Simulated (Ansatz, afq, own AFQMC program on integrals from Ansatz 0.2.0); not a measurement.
**ZrCl (quartet): quantum Monte Carlo beside coupled cluster at distance Zr1–Cl2 = 3.831 Å, def2-SVP**

How near does AFQMC come to the top of the ladder for ZrCl (quartet)?

Computed with Ansatz 0.2.0, Gaussian basis, and an in-house AFQMC program (afq) on its integrals; all values are calculated. Level: def2-SVP, frozen cores.

Plan: PBE (unrestricted); r2SCAN (unrestricted); PBE0 (unrestricted); B3LYP (unrestricted); wB97M-V (unrestricted); B2PLYP (unrestricted); CCSD(T) on UHF; Phaseless AFQMC, CISD trial on UHF; Phaseless AFQMC, single-determinant trial on UHF.

3 further runs of the same task are left out: 3 that didn't finish.

### Step 1. What is computed

The geometry derives from a PBE0/def2-TZVP stationary point (not a proven minimum). One bond is set to the value named and the two fragments are kept rigid. No spin-orbit coupling is included. Elements past krypton take def2 core potentials.

2 atoms, charge 0, spin multiplicity 4.

Atoms are counted from 1 here; the program's logs count them from 0.

No contacts short enough for the rule that draws bonds.

As a file:

| atom | x (Å) | y (Å) | z (Å) |
| --- | --- | --- | --- |
| Zr1 | 0.00000 | 0.00000 | 0.00000 |
| Cl2 | 0.00000 | 0.00000 | 3.83100 |

### Step 2. PBE (unrestricted)

Input file in.yaml:

```yaml
crystal:
  periodic: [false, false, false]
  atoms:
    - {symbol: Zr, position_ang: [0.000000, 0.000000, 0.000000]}
    - {symbol: Cl, position_ang: [0.000000, 0.000000, 3.831000]}
basis:
  gaussian: {orbitals: def2-SVP}
magnetization: {spin_polarized: true, initial_magnetization: 3}
hamiltonian: {xc: {name: PBE}}
output: {orbitals: {seedname: orbitals}}
```

The run is started by

```console
ansatz run in.yaml --threads 1 --pin off --events-out ev --progress --plain --max-ram 1382MiB
```

Standard output:

```text
Functional definition: PBE
  name "PBE"
  cite "Perdew, Burke & Ernzerhof, Phys. Rev. Lett. 77, 3865 (1996) doi:10.1103/PhysRevLett.77.3865"
  parent pbe
  parameter kappa = 0.804
  parameter beta = 0.06672455060314922
  exchange = pbe_x(kappa = kappa, mu = beta*pi^2/3)
  correlation = pbe_c(beta = beta)
473 factors; their error is unknown
mean field evaluation 1: about -13786.5658 eV, gradient 1.7e1 eV
mean field evaluation 2: about -13528.2385 eV, gradient 1.1e2 eV
mean field evaluation 4: about -13585.4227 eV, gradient 1.2e2 eV
mean field evaluation 8: about -13789.5099 eV, gradient 1.9e0 eV
mean field evaluation 16: about -13789.6493 eV, gradient 1.9e-5 eV
mean field evaluation 32: about -13789.4279 eV, gradient 1.3e0 eV
mean field evaluation 64: about -13789.6033 eV, gradient 3.5e-1 eV
mean field evaluation 96: about -13789.4790 eV, gradient 1.4e-4 eV
mean field evaluation 128: about -13789.6105 eV, gradient 1.9e-1 eV
mean field evaluation 160: about -13789.5490 eV, gradient 4.9e-1 eV
mean field -13789.64934006 eV, -506.7602662872 hartree, gradient 7.1e-6 eV, S^2 3.864640; 8 other end points of the search recorded, 0 dependent functions left out
reference -13789.64938237 eV, -506.7602678420 hartree; 16, 13 occupied and 33, 36 virtual orbitals, 473 factors
Total energy: -13789.64938237 eV, -506.7602678420 hartree
```

It took 22 s on 1 thread of Arm Neoverse V1, shared host.

From the report: ⟨S²⟩ of the determinant 3.865 (pure quartet: 3.75).

### Step 3. r2SCAN (unrestricted)

Edit in.yaml of step 2 so:

```diff
@@ -8,3 +8,2 @@
 magnetization: {spin_polarized: true, initial_magnetization: 3}
-hamiltonian: {xc: {name: PBE}}
-output: {orbitals: {seedname: orbitals}}
+hamiltonian: {xc: {name: r2SCAN}}
```

The command is unchanged.

Standard output, cut to the lines that bear on the results:

```text
Functional definition: r2SCAN
  name "r2SCAN"
  cite "Furness, Kaplan, Ning, Perdew & Sun, J. Phys. Chem. Lett. 11, 8208 (2020) doi:10.1021/acs.jpclett.0c02405"
  cite "Furness, Kaplan, Ning, Perdew & Sun, J. Phys. Chem. Lett. 11, 9248 (2020) doi:10.1021/acs.jpclett.0c03077"
  parent r2scan
[...]
473 factors; their error is unknown
[...]
mean field -13794.50190982 eV, -506.9385949366 hartree, gradient 9.1e-6 eV, S^2 3.920461; 11 other end points of the search recorded, 0 dependent functions left out
reference -13794.50195170 eV, -506.9385964758 hartree; 16, 13 occupied and 33, 36 virtual orbitals, 473 factors
Total energy: -13794.50195170 eV, -506.9385964758 hartree
```

It took 78 s on 1 thread of Arm Neoverse V1, shared host.

From the report: ⟨S²⟩ of the determinant 3.920 (pure quartet: 3.75).

### Step 4. PBE0 (unrestricted)

Edit in.yaml of step 3 so:

```diff
@@ -8,2 +8,3 @@
 magnetization: {spin_polarized: true, initial_magnetization: 3}
-hamiltonian: {xc: {name: r2SCAN}}
+hamiltonian: {xc: {name: PBE0}}
+output: {orbitals: {seedname: orbitals}}
```

The command is unchanged.

Standard output, cut to the lines that bear on the results:

```text
Functional definition: PBE0
  name "PBE0"
  cite "Adamo & Barone, J. Chem. Phys. 110, 6158 (1999) doi:10.1063/1.478522"
  cite "Perdew, Burke & Ernzerhof, Phys. Rev. Lett. 77, 3865 (1996) doi:10.1103/PhysRevLett.77.3865"
  parent pbe
[...]
488 factors; integrals over basis functions are off by at most 2.8e-4 eV
[...]
mean field -13790.03067732 eV, -506.7742801729 hartree, gradient 9.6e-6 eV, S^2 3.843482; 16 other end points of the search recorded, 0 dependent functions left out
reference -13790.03070944 eV, -506.7742813534 hartree; 16, 13 occupied and 33, 36 virtual orbitals, 488 factors
Total energy: -13790.03070944 eV, -506.7742813534 hartree
```

It took 27 s on 1 thread of Arm Neoverse V1, shared host.

From the report: ⟨S²⟩ of the determinant 3.843 (pure quartet: 3.75).

### Step 5. B3LYP (unrestricted)

Edit in.yaml of step 4 so:

```diff
@@ -8,3 +8,2 @@
 magnetization: {spin_polarized: true, initial_magnetization: 3}
-hamiltonian: {xc: {name: PBE0}}
-output: {orbitals: {seedname: orbitals}}
+hamiltonian: {xc: {name: B3LYP}}
```

Same command.

Standard output, cut to the lines that bear on the results:

```text
Functional definition: B3LYP
  name "B3LYP"
  cite "Stephens, Devlin, Chabalowski & Frisch, J. Phys. Chem. 98, 11623 (1994) doi:10.1021/j100096a001"
  cite "Becke, Phys. Rev. A 38, 3098 (1988) doi:10.1103/PhysRevA.38.3098"
  cite "Lee, Yang & Parr, Phys. Rev. B 37, 785 (1988) doi:10.1103/PhysRevB.37.785"
  cite "Vosko, Wilk & Nusair, Can. J. Phys. 58, 1200 (1980) doi:10.1139/p80-159"
[...]
488 factors; integrals over basis functions are off by at most 2.8e-4 eV
[...]
mean field -13795.35128666 eV, -506.9698089597 hartree, gradient 9.8e-6 eV, S^2 3.755262; 15 other end points of the search recorded, 0 dependent functions left out
reference -13795.35149517 eV, -506.9698166225 hartree; 16, 13 occupied and 33, 36 virtual orbitals, 488 factors
Total energy: -13795.35149517 eV, -506.9698166225 hartree
```

Run time: 26 s. Hardware: 1 thread of Arm Neoverse V1, shared host.

From the report: ⟨S²⟩ of the determinant 3.755 (pure quartet: 3.75).

### Step 6. wB97M-V (unrestricted)

Edit in.yaml of step 5 so:

```diff
@@ -8,2 +8,3 @@
 magnetization: {spin_polarized: true, initial_magnetization: 3}
-hamiltonian: {xc: {name: B3LYP}}
+hamiltonian: {xc: {name: wB97M-V}}
+output: {orbitals: {seedname: orbitals}}
```

Same command.

Standard output, cut to the lines that bear on the results:

```text
Functional definition: wB97M-V
  name "wB97M-V"
  cite "Mardirossian & Head-Gordon, J. Chem. Phys. 144, 214110 (2016) doi:10.1063/1.4952647"
  cite "Becke, J. Chem. Phys. 107, 8554 (1997) doi:10.1063/1.475007"
  cite "Vydrov & Van Voorhis, J. Chem. Phys. 133, 244103 (2010) doi:10.1063/1.3521275"
  # Of w^i u^j: cxij and so on, Table III.
[...]
  gx(w, u) = 1 - cx + cx01*u + cx10*w
  gss(w, u) = css00 + css04*u^4 + css10*w + css20*w^2 + css43*w^4*u^3
  gos(w, u) = cos00 + cos10*w + (cos20 + cos21*u)*w^2 + (cos60 + cos61*u)*w^6
[...]
      + integral(e_c_pw_mod_opposite_spin*gos(b97_w_opposite, b97_u_opposite)) + vv10(b, c)
488 factors; integrals over basis functions are off by at most 2.8e-4 eV
120 factors; integrals over basis functions are off by at most 7.3e-5 eV
[...]
mean field -13791.35264603 eV, -506.8228616271 hartree, gradient 7.0e-6 eV, S^2 3.751711; 9 other end points of the search recorded, 0 dependent functions left out
reference -13791.35268733 eV, -506.8228631446 hartree; 16, 13 occupied and 33, 36 virtual orbitals, 488 factors
Total energy: -13791.35268733 eV, -506.8228631446 hartree
```

Run time: 91 s. Hardware: 1 thread of Arm Neoverse V1, shared host; peak memory 0.27 GiB.

From the report: ⟨S²⟩ of the determinant 3.752 (pure quartet: 3.75).

### Step 7. B2PLYP (unrestricted)

Edit in.yaml of step 6 so:

```diff
@@ -8,3 +8,3 @@
 magnetization: {spin_polarized: true, initial_magnetization: 3}
-hamiltonian: {xc: {name: wB97M-V}}
-output: {orbitals: {seedname: orbitals}}
+hamiltonian: {xc: {name: B2PLYP}}
+correlation: {electrons: outside_noble_gas}
```

Same command.

Standard output, cut to the lines that bear on the results:

```text
Functional definition: B2PLYP
  name "B2PLYP"
  cite "Grimme, J. Chem. Phys. 124, 034108 (2006) doi:10.1063/1.2148954"
  cite "Becke, Phys. Rev. A 38, 3098 (1988) doi:10.1103/PhysRevA.38.3098"
  cite "Lee, Yang & Parr, Phys. Rev. B 37, 785 (1988) doi:10.1103/PhysRevB.37.785"
[...]
488 factors; integrals over basis functions are off by at most 2.8e-4 eV
[...]
mean field -13784.62100182 eV, -506.5754782653 hartree, gradient 2.2e-6 eV, S^2 3.767141; 8 other end points of the search recorded, 0 dependent functions left out
9 core orbitals not correlated: weight in the atoms' cores, before any rotation towards them, 1.000 or more for the frozen orbitals, at most 0.000 for the correlated occupied ones
reference -13784.62113321 eV, -506.5754830938 hartree; 7, 4 occupied and 33, 36 virtual orbitals, 488 factors
second order -5.21667580 eV of doubles, -0.00000000 eV of singles
Total energy: -13786.02963568 eV, -506.6272446048 hartree
```

Wall time 34 s (1 thread of Arm Neoverse V1, shared host).

From the report: ⟨S²⟩ of the determinant 3.767 (pure quartet: 3.75).

### Step 8. CCSD(T) on UHF

Edit in.yaml of step 7 so:

```diff
@@ -8,3 +8,2 @@
 magnetization: {spin_polarized: true, initial_magnetization: 3}
-hamiltonian: {xc: {name: B2PLYP}}
-correlation: {electrons: outside_noble_gas}
+correlation: {method: ccsd_t, electrons: outside_noble_gas, hamiltonian_folder: ham}
```

The command is unchanged.

Standard output, cut to the lines that bear on the results:

```text
Functional definition: HF
  name "HF"
  cite "Fock, Z. Phys. 61, 126 (1930) doi:10.1007/BF01340294"
  parent pbe
[...]
488 factors; integrals over basis functions are off by at most 2.8e-4 eV
[...]
mean field -13763.37605068 eV, -505.7947407110 hartree, gradient 2.8e-6 eV, S^2 3.755009; 38 other end points of the search recorded, 0 dependent functions left out
determinant -13763.37605068 eV, -505.7947407110 hartree, with singles and doubles -13767.87249300 eV, -505.9599819186 hartree
determinant -13763.35705776 eV, -505.7940427343 hartree, with singles and doubles -13767.84794703 eV, -505.9590798709 hartree
determinant -13763.28556407 eV, -505.7914153896 hartree, with singles and doubles -13767.75250952 eV, -505.9555726071 hartree
determinant -13763.18411807 eV, -505.7876873178 hartree, with singles and doubles -13767.76894966 eV, -505.9561767711 hartree
[...]
determinant -13763.28556407 eV, -505.7914153896 hartree, with singles and doubles -13767.75822761 eV, -505.9557827430 hartree
determinant -13763.18411807 eV, -505.7876873178 hartree, with singles and doubles -13767.81635818 eV, -505.9579190018 hartree
determinant -13762.99598727 eV, -505.7807736385 hartree, with singles and doubles -13767.67115633 eV, -505.9525829323 hartree
determinant -13762.72063186 eV, -505.7706545138 hartree, with singles and doubles -13767.54965170 eV, -505.9481177195 hartree
9 core orbitals not correlated: weight in the atoms' cores, before any rotation towards them, 0.999 or more for the frozen orbitals, at most 0.000 for the correlated occupied ones
reference -13763.37605068 eV, -505.7947407110 hartree; 7, 4 occupied and 33, 36 virtual orbitals, 488 factors
second order -4.02401814 eV of doubles, -0.00000000 eV of singles
cycle   1  -4.50539561 eV  change   -1.3e-7 eV  update   7.3e-6
perturbative correction -0.11506455 eV, -0.0042285444 hartree
Total energy: -13767.99651084 eV, -505.9645394903 hartree
```

It took 35 s on 1 thread of Arm Neoverse V1, shared host.

From the report: ⟨S²⟩ of the determinant 3.755 (pure quartet: 3.75); correlation -4.6205 eV; T1 0.038; largest double amplitude 0.05.

This run also writes the integrals to the folder ham.

### Step 9. Phaseless AFQMC, CISD trial on UHF

It reads the integrals that the CCSD(T) run on this determinant wrote.

The run is started by

```console
afq ham --method phaseless --trial cisd --walkers 60 --populations 1 --least-time 40 --time-step 0.005 --steps-per-block 50 --equilibration-blocks 40 --max-blocks 300 --target-error 0.0008 --factor-cut 1e-05 --start spin_pure --seed 6055 --release-times 0.24,0.6,1.2,2,3,4.2 --release-step 0.04 --release-every 4 --taylor-order 6
```

Standard output:

```text
orbitals 40  electrons 7 4  factors 291 of 488
reference energy -505.79474071 Eh
CCSD correlation -0.16557039 Eh in 36 cycles, weight of the determinant in the CISD state 0.8932
energy of the start -505.960336 Eh
 block  time / (1/Eh)  mean weight  energy / Eh
     1     0.250  0.9980  -505.958779
     2     0.500  0.9994  -505.959582
     3     0.750  1.0014  -505.959494
     4     1.000  1.0004  -505.961208
     5     1.250  1.0010  -505.966287
     6     1.500  1.0003  -505.963784
     7     1.750  0.9981  -505.962248
     8     2.000  1.0006  -505.963214
     9     2.250  1.0004  -505.965653
    10     2.500  0.9982  -505.962474
    17     4.250  0.9999  -505.962264
    25     6.250  1.0002  -505.963397
    33     8.250  1.0004  -505.964226
    41    10.250  1.0012  -505.959829
    49    12.250  1.0005  -505.968671
    57    14.250  0.9995  -505.968798
    65    16.250  1.0014  -505.971207
    73    18.250  1.0012  -505.964790
    81    20.250  1.0010  -505.960805
    89    22.250  1.0023  -505.957073
    97    24.250  1.0012  -505.961432
   105    26.250  0.9992  -505.974776
   113    28.250  1.0007  -505.959120
   121    30.250  1.0032  -505.949488
   129    32.250  1.0015  -505.965397
   137    34.250  1.0004  -505.984170
   145    36.250  1.0015  -505.973207
   153    38.250  1.0021  -505.953149
   161    40.250  1.0006  -505.945705
   169    42.250  1.0000  -505.953664
   177    44.250  1.0003  -505.968997
   185    46.250  1.0008  -505.958773
   193    48.250  1.0025  -505.960358
   201    50.250  0.9988  -505.969708
   209    52.250  1.0028  -505.967908
   217    54.250  0.9985  -505.955392
   225    56.250  1.0011  -505.971714
   233    58.250  0.9979  -505.953243
   241    60.250  1.0001  -505.972269
   249    62.250  1.0005  -505.970985
   257    64.250  1.0020  -505.970648
   265    66.250  0.9991  -505.951974
   273    68.250  0.9995  -505.963648
   281    70.250  1.0019  -505.968026
   289    72.250  0.9991  -505.968070
   297    74.250  1.0023  -505.971694
   305    76.250  1.0040  -505.944700
   313    78.250  0.9996  -505.958108
   321    80.250  0.9996  -505.950799
   329    82.250  0.9995  -505.961552
   337    84.250  0.9996  -505.977749
blocks merged  error / Eh  count
     1  0.000458  300
     2  0.000576  150
     4  0.000697  75
     8  0.000909  37
    16  0.000938  18
    32  0.000880  9
released: time / (1/Eh)  energy / Eh  error  mean overlap
  0.24  -505.964940  0.001288  1.0014
  0.60  -505.966614  0.001822  0.9995
  1.20  -505.965542  0.002408  1.0088
  2.00  -505.970065  0.005158  1.0336
  3.00  -505.962335  0.010219  1.1111
  4.20  -506.054503  0.075698  1.1490
energy -505.963993 +/- 0.000938 Eh
```

It took 10 min on 1 thread of Arm Neoverse V1, shared host.

Energy -13767.9816 ± 0.0255 eV. Caveats: constraint bias not in the error.

### Step 10. Phaseless AFQMC, single-determinant trial on UHF

It reads the integrals that the CCSD(T) run on this determinant wrote.

The run is started by

```console
afq ham --method phaseless --trial hf --walkers 120 --populations 1 --least-time 40 --time-step 0.005 --steps-per-block 20 --equilibration-blocks 160 --max-blocks 600 --target-error 0.0024000000000000002 --factor-cut 1e-05 --start spin_pure --seed 3900 --taylor-order 6
```

Standard output:

```text
orbitals 40  electrons 7 4  factors 291 of 488
reference energy -505.79474071 Eh
CCSD correlation -0.16557039 Eh in 36 cycles, weight of the determinant in the CISD state 0.8932
energy of the start -505.794743 Eh
 block  time / (1/Eh)  mean weight  energy / Eh
     1     0.100  1.0008  -505.833045
     2     0.200  1.0004  -505.859004
     3     0.300  1.0005  -505.882401
     4     0.400  1.0008  -505.893784
     5     0.500  1.0008  -505.904633
     6     0.600  1.0007  -505.920881
     7     0.700  0.9998  -505.912667
     8     0.800  0.9997  -505.908490
     9     0.900  0.9990  -505.918791
    10     1.000  1.0022  -505.928548
    15     1.500  0.9993  -505.960291
    29     2.900  0.9988  -505.963649
    43     4.300  0.9998  -505.942865
    57     5.700  0.9986  -505.965232
    71     7.100  1.0000  -505.970731
    85     8.500  1.0018  -505.932790
    99     9.900  1.0008  -505.976276
   113    11.300  0.9989  -505.962663
   127    12.700  1.0001  -505.953348
   141    14.100  1.0003  -505.970102
   155    15.500  1.0000  -505.945741
   169    16.900  1.0018  -505.940293
   183    18.300  1.0000  -505.974819
   197    19.700  0.9982  -505.975394
   211    21.100  1.0005  -505.971079
   225    22.500  1.0020  -505.958963
   239    23.900  1.0006  -505.954205
   253    25.300  1.0003  -505.949614
   267    26.700  1.0004  -505.952488
   281    28.100  1.0016  -505.968475
   295    29.500  1.0016  -505.970859
   309    30.900  1.0008  -505.956725
   323    32.300  1.0011  -505.970000
   337    33.700  1.0020  -505.953406
   351    35.100  0.9988  -505.935129
   365    36.500  1.0023  -505.970500
   379    37.900  1.0018  -505.956384
   393    39.300  1.0001  -505.943383
   407    40.700  1.0003  -505.934757
   421    42.100  1.0000  -505.967725
   435    43.500  0.9943  -505.987181
   449    44.900  0.9979  -505.990672
   463    46.300  0.9999  -505.984578
   477    47.700  1.0011  -505.960743
   491    49.100  0.9991  -505.946122
   505    50.500  1.0010  -505.958382
   519    51.900  0.9990  -505.941169
   533    53.300  0.9994  -505.971831
   547    54.700  0.9974  -505.948106
blocks merged  error / Eh  count
     1  0.000882  400
     2  0.001135  200
     4  0.001426  100
     8  0.001750  50
    16  0.002000  25
    32  0.002199  12
energy -505.965412 +/- 0.002000 Eh
```

Run time: 4.4 min. Hardware: 1 thread of Arm Neoverse V1, shared host.

Energy -13768.0202 ± 0.0544 eV. Caveats: constraint bias not in the error.

### Step 11. AFQMC on the ladder

On the UHF determinant, counted from CCSD(T) (a yardstick, not exact):

```
                                                             level  energy (eV)  from CCSD(T) (meV)  statistical error (meV)     time
                                                                HF  -13763.3761             +4620.5                                  
                                                               MP2  -13767.4001              +596.4                                  
                                                              CCSD  -13767.8814              +115.1                                  
                                                           CCSD(T)  -13767.9965                 0.0                                  
               Phaseless AFQMC, CISD trial, step 0.005, 60 walkers  -13767.9816               +14.9                     25.5   10 min
Phaseless AFQMC, single-determinant trial, step 0.005, 120 walkers  -13768.0202               -23.7                     54.4  4.4 min
```

The functionals' totals stand on their own zeros and serve differences with other points: PBE -13789.649 eV; r2SCAN -13794.502 eV; PBE0 -13790.031 eV; B3LYP -13795.351 eV; wB97M-V -13791.353 eV; B2PLYP -13786.030 eV.

### Step 12. Summary of results

| quantity | value |
| --- | --- |
| Phaseless AFQMC, CISD trial on UHF from CCSD(T) | +14.9 ± 25.5 meV |
| Phaseless AFQMC, single-determinant trial on UHF from CCSD(T) | -23.7 ± 54.4 meV |

**Reading.** On UHF the phaseless walk with the CISD trial lies +14.9 meV from CCSD(T), within three error bars. Error bars are statistical and leave out the constraint, the time step and what remains of the start. Zr carries a core potential, and spin-orbit coupling is left out.
